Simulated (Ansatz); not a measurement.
# CuSn3 (I4/mmm) in Ansatz: reference runs, part 2 of 2

Ansatz 0.2.0. The steps go on from the part before.

### 5 Single point, PBE, 23.46 Å³/atom (volume scaled by 0.96)

Contents of input.yaml:

```yaml
crystal:
  lattice:
    - [-2.2096303296, 2.2096303296, 4.8048756061]
    - [2.2096303296, -2.2096303296, 4.8048756061]
    - [2.2096303296, 2.2096303296, -4.8048756061]
  atoms:
    - { symbol: Sn, position: [0.5, 0.5, 0.0] }
    - { symbol: Sn, position: [0.25, 0.75, 0.5] }
    - { symbol: Sn, position: [0.75, 0.25, 0.5] }
    - { symbol: Cu, position: [0.0, 0.0, 0.0] }
hamiltonian:
  xc: pbe
  pseudopotentials: { kind: paw }
kpoints:
  mp_grid: { grid: [8, 8, 8] }
scf:
  occupations: { method: fermi_dirac, width: 0.05 }
output:
  forces: true
  stress: true
  eigenvalues: true
  write_density: true
  write_potential: true
  elf: true
  volumetric_format: npy
```

Command:

```bash
$ ansatz run input.yaml --threads 2 --pin off --max-ram 5120MiB --backend cpu --events-out ev --progress --plain --runs-dir out
```

Run time: 23 s. Hardware: 2 threads of Intel Xeon at 2.50GHz (Skylake/Cascade Lake), shared host; peak memory 0.51 GiB.

The run converged. Its results:

* Free energy: -24696.8882 eV
* Pressure: 1.2 GPa
* Band gap on the k mesh: none (metal or under the smearing width)

### 6 Single point, PBE, 23.95 Å³/atom (volume scaled by 0.98)

Edit input.yaml of step 5 so:

```diff
@@ -2,5 +2,5 @@
   lattice:
-    - [-2.2096303296, 2.2096303296, 4.8048756061]
-    - [2.2096303296, -2.2096303296, 4.8048756061]
-    - [2.2096303296, 2.2096303296, -4.8048756061]
+    - [-2.224869641, 2.224869641, 4.8380137264]
+    - [2.224869641, -2.224869641, 4.8380137264]
+    - [2.224869641, 2.224869641, -4.8380137264]
   atoms:
@@ -21,5 +21 @@
   eigenvalues: true
-  write_density: true
-  write_potential: true
-  elf: true
-  volumetric_format: npy
```

Potentials or basis: Ansatz PAW.

Command:

```bash
$ ansatz run input.yaml --threads 2 --pin off --max-ram 5120MiB --backend cpu --events-out ev --progress --plain --runs-dir out
```

Run time: 17 s. Hardware: 2 threads of Intel Xeon at 2.50GHz (Skylake/Cascade Lake), shared host; peak memory 0.51 GiB.

Results (log left out):

```yaml
Free_energy: -24696.8955 eV
Pressure: 0.0 GPa
Band_gap_on_the_k_mesh: none (metal or under the smearing width)
```

### 7 Single point, PBE, 24.44 Å³/atom

Edit input.yaml of step 6 so:

```diff
@@ -2,5 +2,5 @@
   lattice:
-    - [-2.224869641, 2.224869641, 4.8380137264]
-    - [2.224869641, -2.224869641, 4.8380137264]
-    - [2.224869641, 2.224869641, -4.8380137264]
+    - [-2.239903, 2.239903, 4.870704]
+    - [2.239903, -2.239903, 4.870704]
+    - [2.239903, 2.239903, -4.870704]
   atoms:
```

Command:

```bash
$ ansatz run input.yaml --threads 2 --pin off --max-ram 5120MiB --backend cpu --events-out ev --progress --plain --runs-dir out
```

It took 17 s on 2 threads of Intel Xeon at 2.50GHz (Skylake/Cascade Lake), shared host; peak memory 0.51 GiB.

Results (log left out):

```yaml
Free_energy: -24696.8895 eV
Pressure: -1.0 GPa
Band_gap_on_the_k_mesh: none (metal or under the smearing width)
```

### 8 Single point, PBE, 24.93 Å³/atom (volume scaled by 1.02)

Edit input.yaml of step 7 so:

```diff
@@ -2,5 +2,5 @@
   lattice:
-    - [-2.239903, 2.239903, 4.870704]
-    - [2.239903, -2.239903, 4.870704]
-    - [2.239903, 2.239903, -4.870704]
+    - [-2.254737227, 2.254737227, 4.9029612579]
+    - [2.254737227, -2.254737227, 4.9029612579]
+    - [2.254737227, 2.254737227, -4.9029612579]
   atoms:
```

Command:

```bash
$ ansatz run input.yaml --threads 2 --pin off --max-ram 5120MiB --backend cpu --events-out ev --progress --plain --runs-dir out
```

It took 16 s on 2 threads of Intel Xeon at 2.50GHz (Skylake/Cascade Lake), shared host; peak memory 0.51 GiB.

It converged, with:

- Free energy: -24696.8715 eV
- Pressure: -1.9 GPa
- Band gap on the k mesh: none (metal or under the smearing width)

### 9 Single point, PBE, 25.41 Å³/atom (volume scaled by 1.04)

Edit input.yaml of step 8 so:

```diff
@@ -2,5 +2,5 @@
   lattice:
-    - [-2.254737227, 2.254737227, 4.9029612579]
-    - [2.254737227, -2.254737227, 4.9029612579]
-    - [2.254737227, 2.254737227, -4.9029612579]
+    - [-2.2693787881, 2.2693787881, 4.9347995608]
+    - [2.2693787881, -2.2693787881, 4.9347995608]
+    - [2.2693787881, 2.2693787881, -4.9347995608]
   atoms:
@@ -21 +21,5 @@
   eigenvalues: true
+  write_density: true
+  write_potential: true
+  elf: true
+  volumetric_format: npy
```

Potentials or basis: Ansatz PAW.

Command:

```bash
$ ansatz run input.yaml --threads 2 --pin off --max-ram 5120MiB --backend cpu --events-out ev --progress --plain --runs-dir out
```

Run time: 23 s. Hardware: 2 threads of Intel Xeon at 2.50GHz (Skylake/Cascade Lake), shared host; peak memory 0.53 GiB.

It converged, with:

- Free energy: -24696.8429 eV
- Pressure: -2.8 GPa
- Band gap on the k mesh: none (metal or under the smearing width)

### 10 Single point, PBE, 25.90 Å³/atom (volume scaled by 1.06)

Edit input.yaml of step 9 so:

```diff
@@ -2,5 +2,5 @@
   lattice:
-    - [-2.2693787881, 2.2693787881, 4.9347995608]
-    - [2.2693787881, -2.2693787881, 4.9347995608]
-    - [2.2693787881, 2.2693787881, -4.9347995608]
+    - [-2.2838338198, 2.2838338198, 4.9662322526]
+    - [2.2838338198, -2.2838338198, 4.9662322526]
+    - [2.2838338198, 2.2838338198, -4.9662322526]
   atoms:
@@ -21,5 +21 @@
   eigenvalues: true
-  write_density: true
-  write_potential: true
-  elf: true
-  volumetric_format: npy
```

Command:

```bash
$ ansatz run input.yaml --threads 2 --pin off --max-ram 5120MiB --backend cpu --events-out ev --progress --plain --runs-dir out
```

Run time: 16 s. Hardware: 2 threads of Intel Xeon at 2.50GHz (Skylake/Cascade Lake), shared host; peak memory 0.52 GiB.

The run converged. Its results:

```
Free energy            : -24696.8047 eV
Pressure               : -3.5 GPa
Band gap on the k mesh : none (metal or under the smearing width)
```

### 11 Equation of state, PBE

Potentials or basis: Ansatz PAW.

This step only gathers the single runs of the series.

Results:

```yaml
Equilibrium_volume: 23.96 Å³/atom
Bulk_modulus_at_fixed_shape_and_positions: 54 GPa
Pressure_derivative_of_the_bulk_modulus: 4.6
```

Energy against volume, from the lowest point:
| volume (Å³/atom) | energy (meV/atom) |
| --- | --- |
| 22.971 | 7.44 |
| 23.460 | 1.85 |
| 23.948 | 0.00 |
| 24.437 | 1.51 |
| 24.926 | 6.01 |
| 25.415 | 13.17 |
| 25.903 | 22.71 |

Caveat: the cell was scaled at fixed shape and fractional positions, which overstates the stiffness of a crystal with free parameters, most of all of layers and chains.

### 12 Overview

| task | cell | gap on the mesh (eV) | pressure (GPa) |
| --- | --- | --- | --- |
| single point | as given | none | -1.0 |
| single point | atoms moved at random, drawn with an rms of 0.05 Å | none | -1.0 |
| equation of state | as given | - | - |

Alike in all rows: level PBE; potentials or basis Ansatz PAW; no spin polarisation; k mesh 8 × 8 × 8; cutoff (eV) 420; smearing fermi-dirac 0.05 eV.

Caveats: the cell was scaled at fixed shape and fractional positions, which overstates the stiffness of a crystal with free parameters, most of all of layers and chains (some runs).

Total energies depend on the potentials used, so only differences within one code and one set of settings carry meaning.
